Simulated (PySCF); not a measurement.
# Cl4Nd (Nd(Cl)4-): the cost of one run

Method: several levels, as the steps say, no spin–orbit coupling; program: PySCF 2.14.0.

1 further run of the same task is left out (for a known fault of the program).

## (1) Where the work starts

5 atoms, charge -1, spin multiplicity 1.

Bond lengths: Nd1–Cl2 2.598 Å, Nd1–Cl3 2.598 Å, Nd1–Cl4 2.598 Å, Nd1–Cl5 2.598 Å. Angles: Cl2–Nd1–Cl3 109.5°, Cl2–Nd1–Cl4 109.5°, Cl2–Nd1–Cl5 109.5°, Cl3–Nd1–Cl4 109.5°, Cl3–Nd1–Cl5 109.5°, Cl4–Nd1–Cl5 109.5°.

Coordinates:

```xyz
5
charge -1, multiplicity 1
Nd    0.00000    0.00000    0.00000
Cl    1.50015    1.50015    1.50015
Cl   -1.50015   -1.50015    1.50015
Cl    1.50015   -1.50015   -1.50015
Cl   -1.50015    1.50015   -1.50015
```

Formal oxidation states: Nd +3. Each metal's 3 4f electrons lie in its core potential, so multiplicities, spins and levels count the valence alone. An earlier session relaxed this geometry at PBE0, Nd lcecp-1-SVP with ECP49, Cl def2-SVP (singlet, point group Td).

At PBE0 on the finer grid: E = -1874.000351 Eh, HOMO -4.50 eV, LUMO 3.24 eV, Mulliken charge on Nd1 +0.76 e, largest force component 0.000 eV/Å. 

Levels to run: CAM-B3LYP; TPSSh; PBE0, TZVP. Hardware: 2 threads of Arm Neoverse V1, shared host.

## (2) CAM-B3LYP

The input, run.py (the lines that set the calculation):

```python
mol = gto.M(atom='''
Nd     0.00000     0.00000     0.00000
Cl     1.50015     1.50015     1.50015
Cl    -1.50015    -1.50015     1.50015
Cl     1.50015    -1.50015    -1.50015
Cl    -1.50015     1.50015    -1.50015''',
    basis={'Nd': 'lcecp-1-SVP', 'Cl': 'def2-SVP'},
    ecp={'Nd': 'lcecp-1-SVP'},
    charge=-1, spin=0)
mf = dft.RKS(mol, xc='CAMB3LYP')
mf.grids.atom_grid = (75, 302)  # f atoms: unpruned, at least (60, 302)
mf = mf.density_fit()  # fitting sets: Nd AutoAux, Cl def2-universal-JKFIT
mf.conv_tol = 1e-08; mf.max_cycle = 55
mf.kernel(dm0)  # dm0: the density of the relaxed state
```

Started as:

```console
> OMP_NUM_THREADS=2 python run.py
```

**Question.** How long does this run take on 2 threads of Arm Neoverse V1, shared host?

About 8.2 s.
